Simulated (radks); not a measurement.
**Spin polarisation of the 5d shell in Ce⁺**

Aim: the energy gained and the exchange splitting as electrons of the 5d shell of Ce⁺ are turned from spin down to spin up.

Method: scalar-relativistic Kohn-Sham, BLYP, spin-polarised, spherical densities, point nucleus. Code: radks (a radial shooting solver on a logarithmic mesh, Libxc functionals) version 1.

### Step 1. Starting point

- element: cerium (Z = 58)
- charge: +1
- electrons: 57
- configuration: [Xe] 4f(up 0.5, down 0.5) 5d(up 1, down 1)

A shell typed twice in an input gives spin up, then spin down.

### Step 2. No moment

Settings of this run:

```text
Z 58
configuration [Xe] 4f0.5 4f0.5 5d1 5d1
relativity scalar-relativistic
functional b88,lyp
spin polarised
nucleus point
c 137.035999084
```

### Step 3. moment 0.5 in 5d

Settings of this run:

```text
Z 58
configuration [Xe] 4f0.5 4f0.5 5d1.25 5d0.75
relativity scalar-relativistic
functional b88,lyp
spin polarised
nucleus point
c 137.035999084
```

### Step 4. moment 1 in 5d

Settings of this run:

```text
Z 58
configuration [Xe] 4f0.5 4f0.5 5d1.5 5d0.5
relativity scalar-relativistic
functional b88,lyp
spin polarised
nucleus point
c 137.035999084
```

### Step 5. moment 1.5 in 5d

Settings of this run:

```text
Z 58
configuration [Xe] 4f0.5 4f0.5 5d1.75 5d0.25
relativity scalar-relativistic
functional b88,lyp
spin polarised
nucleus point
c 137.035999084
```

### Step 6. moment 2 in 5d

Settings of this run:

```text
Z 58
configuration [Xe] 4f0.5 4f0.5 5d2 5d0
relativity scalar-relativistic
functional b88,lyp
spin polarised
nucleus point
c 137.035999084
```

Before running it: what results should come out? Wanted: for each run, moment; E − E(0); ε(5d up); ε(5d down); splitting.

**Answer**, as computed:

```tsv
moment (μB)	E − E(0) (eV)	ε(5d up) (eV)	ε(5d down) (eV)	splitting (eV)
0	0.000	-7.151	-7.151	0.000
0.5	-0.027	-7.254	-7.035	0.219
1	-0.109	-7.341	-6.907	0.434
1.5	-0.244	-7.412	-6.772	0.640
2	-0.429	-7.471	-6.618	0.853
```

At a moment of 2 μB the energy has fallen by 0.43 eV and the 5d levels split by 0.85 eV, 0.426 eV per μB. The Stoner form E = −I m²/4 would give I = 0.429 eV. The energy falls at every step.
